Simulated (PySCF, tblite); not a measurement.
**C5H14FNSi2: geometry, infrared bands and NMR shifts**

What infrared bands and NMR shifts should C5H14FNSi2 (`F[SiH2]N[C@@H]1CC[C@H]1C[SiH3]`) show?

Programs: tblite 0.8.0 and PySCF 2.14.0, with density-fitted response routines of our own. Each step states its level of theory. These are calculated values for one molecule in the gas phase, unless marked as measured. Atoms are numbered from 0 throughout.

**1. The molecule as given**

23 atoms, charge 0, multiplicity 1; geometry from: force field or distance geometry start.

Bonds of the start (Å): F0–Si1 1.68, Si1–N2 1.79, N2–C3 1.44, C3–C4 1.53, C4–C5 1.51, C5–C6 1.52, C6–C7 1.52, C7–Si8 1.86, C6–C3 1.51, Si1–H9 1.49, Si1–H10 1.44, N2–H11 1.07, C3–H12 1.08, C4–H13 1.10, C4–H14 1.09, C5–H15 1.12, C5–H16 1.11, C6–H17 1.10, C7–H18 1.12, C7–H19 1.09, Si8–H20 1.46, Si8–H21 1.48, Si8–H22 1.45.

**2. Relaxing the molecule with GFN2-xTB**

Job settings and geometry (Å):

```
{"job": {"kind": "relax", "xc": "GFN2-xTB", "basis": "xTB"}, "charge": 0, "multiplicity": 1}
F     -4.605200     0.887100    -0.050700
Si    -2.967200     1.202500    -0.215800
N     -2.070000    -0.178900     0.475600
C     -0.902700    -0.542400    -0.289200
C     -0.276000    -1.733000     0.443200
C      0.474000    -0.710200     1.260100
C      0.357000     0.215900     0.062900
C      1.538900    -0.041700    -0.856300
Si     3.043500     0.930700    -0.356600
H     -2.696200     2.353500     0.687900
H     -2.618600     1.529000    -1.571000
H     -2.700000    -1.042400     0.516600
H     -1.055500    -0.756600    -1.334900
H     -1.000700    -2.258100     1.080200
H      0.378700    -2.368800    -0.160500
H     -0.055300    -0.355600     2.181400
H      1.535400    -0.969400     1.434100
H      0.205100     1.269100     0.332800
H      1.856100    -1.116600    -0.792600
H      1.255400     0.144700    -1.896100
H      3.739000     0.309400     0.764900
H      2.595900     2.283900     0.039300
H      3.963800     0.974700    -1.472300
```

Launch:

```
$ OMP_NUM_THREADS=1 python probes_run.py task.json out
```

This one command runs all jobs of the session in turn.

**Question.** This job is followed by: GFN2-xTB harmonic vibrations, gas phase; GIAO PBE0/pcSseg-1 NMR shielding, non-relativistic, gas phase. What will the session give for the following? strongest single infrared mode (GFN2-xTB); zero-point energy (GFN2-xTB); 13C shifts against TMS (PBE0/pcSseg-1); 1H shifts against TMS (PBE0/pcSseg-1, means over atoms taken as alike); 19F shifts against CFCl3 (PBE0/pcSseg-1); 29Si shifts against TMS (PBE0/pcSseg-1); 15N shifts against NH3 (PBE0/pcSseg-1).

**Answer**, as computed:

| quantity | value |
| --- | --- |
| strongest single infrared mode (GFN2-xTB) | 2260 cm⁻¹, 501 km/mol |
| zero-point energy (GFN2-xTB) | 110.8 kcal/mol |
| 13C shifts against TMS (PBE0/pcSseg-1) | 57.9, 39.2, 28.6, 23.1, 19.2 ppm |
| 1H shifts against TMS (PBE0/pcSseg-1, means over atoms taken as alike) | 5.42, 5.31, 3.76, 3.46, 2.17, 2.16, 2.06, 1.68, 1.31, 0.95, 0.70, 0.61 ppm |
| 19F shifts against CFCl3 (PBE0/pcSseg-1) | -214.6 ppm |
| 29Si shifts against TMS (PBE0/pcSseg-1) | -16.0, -77.3 ppm |
| 15N shifts against NH3 (PBE0/pcSseg-1) | 51.2 ppm |

The optimisation took 164 steps and gained 1.078 eV; among the close pairs (by a distance rule), Si1–N2 changed most, from 1.786 to 1.708 Å. All 63 modes are real, so the xTB geometry is a minimum. Unscaled tight-binding wavenumbers are off by several per cent, some by more. Its intensities can rank the bands wrongly. The most deshielded carbon is C3 (sp3 CH bonded to N), at 57.9 ppm: pulled downfield by the heteroatom. At PBE0/pcSseg-1: The largest span, 108 ppm, is at N2, where the paramagnetic term is -105 ppm.
